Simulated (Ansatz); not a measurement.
# CH7BFNSn: the cost of one run

Method: functionals in def2-TZVPP, the program's frozen cores in correlated methods; program: Ansatz 0.2.0, Gaussian basis.

Plan: PBE-D4, r2SCAN-D4, PBE0-D4, B3LYP-D4, ωB97X-V, ωB97M-V, B2PLYP; CCSD(T)/def2-TZVPP; MP2/def2-QZVPP; extrapolation to the limit.

### 1 The geometry

The geometry comes from an earlier relaxation with PBE0-D4 in a triple-zeta def2 set; it is a stationary point, not always the lowest conformer. Sn takes the def2 core potential; no spin-orbit term is included.

SMILES `FBN[CH2][SnH3]`, 12 atoms, charge 0, spin multiplicity 1.

Atoms are counted from 1 here; the program's logs count them from 0.

Bond lengths: F1–B2 1.340 Å, B2–N3 1.391 Å, B2–H6 1.196 Å, N3–C4 1.446 Å, N3–H7 1.007 Å, C4–Sn5 2.170 Å, C4–H8 1.093 Å, C4–H9 1.090 Å, Sn5–H10 1.709 Å, Sn5–H11 1.711 Å, Sn5–H12 1.706 Å. Angles: F1–B2–N3 119.4°, F1–B2–H6 119.3°, N3–B2–H6 121.3°, B2–N3–C4 126.5°, B2–N3–H7 118.0°, C4–N3–H7 115.4°, N3–C4–Sn5 112.5°, N3–C4–H8 111.1°, N3–C4–H9 108.9°, Sn5–C4–H8 108.9°, Sn5–C4–H9 107.9°, H8–C4–H9 107.4°, C4–Sn5–H10 111.2°, C4–Sn5–H11 107.7°, C4–Sn5–H12 109.2°, H10–Sn5–H11 109.4°, H10–Sn5–H12 110.1°, H11–Sn5–H12 109.1°.

Geometry (Å):

```
F    -2.26851    0.64218    1.27424
B    -1.01930    0.86913    1.70145
N     0.03060    0.83545    0.78964
C    -0.06681    0.55663   -0.62589
Sn    0.80948   -1.35642   -1.15606
H    -0.82953    1.09631    2.86019
H     0.96279    0.99160    1.13634
H     0.41216    1.34198   -1.21580
H    -1.11875    0.53249   -0.90899
H     0.84961   -1.57034   -2.85144
H     2.40688   -1.38528   -0.54229
H    -0.09174   -2.60872   -0.42740
```

### 2 PBE-D4 (GGA)

Contents of in.yaml:

```yaml
crystal:
  periodic: [false, false, false]
  atoms:
    - {symbol: F, position_ang: [-2.268510, 0.642176, 1.274240]}
    - {symbol: B, position_ang: [-1.019302, 0.869125, 1.701454]}
    - {symbol: N, position_ang: [0.030604, 0.835452, 0.789640]}
    - {symbol: C, position_ang: [-0.066810, 0.556625, -0.625888]}
    - {symbol: Sn, position_ang: [0.809481, -1.356422, -1.156055]}
    - {symbol: H, position_ang: [-0.829526, 1.096313, 2.860194]}
    - {symbol: H, position_ang: [0.962794, 0.991596, 1.136337]}
    - {symbol: H, position_ang: [0.412161, 1.341985, -1.215801]}
    - {symbol: H, position_ang: [-1.118749, 0.532488, -0.908994]}
    - {symbol: H, position_ang: [0.849612, -1.570339, -2.851438]}
    - {symbol: H, position_ang: [2.406881, -1.385279, -0.542290]}
    - {symbol: H, position_ang: [-0.091736, -2.608719, -0.427398]}
basis:
  gaussian: {orbitals: def2-TZVPP}
hamiltonian: {xc: pbe, dispersion: d4}
output: {forces: true, orbitals: {seedname: orbitals}}
```

Started as:

```console
> ansatz run in.yaml --threads 4 --pin off --events-out ev --progress --plain --max-ram 10444MiB
```

What time and memory should one allow on 4 threads of Arm Neoverse N1, shared host?

About 5.5 s, with a peak of 0.37 GiB.
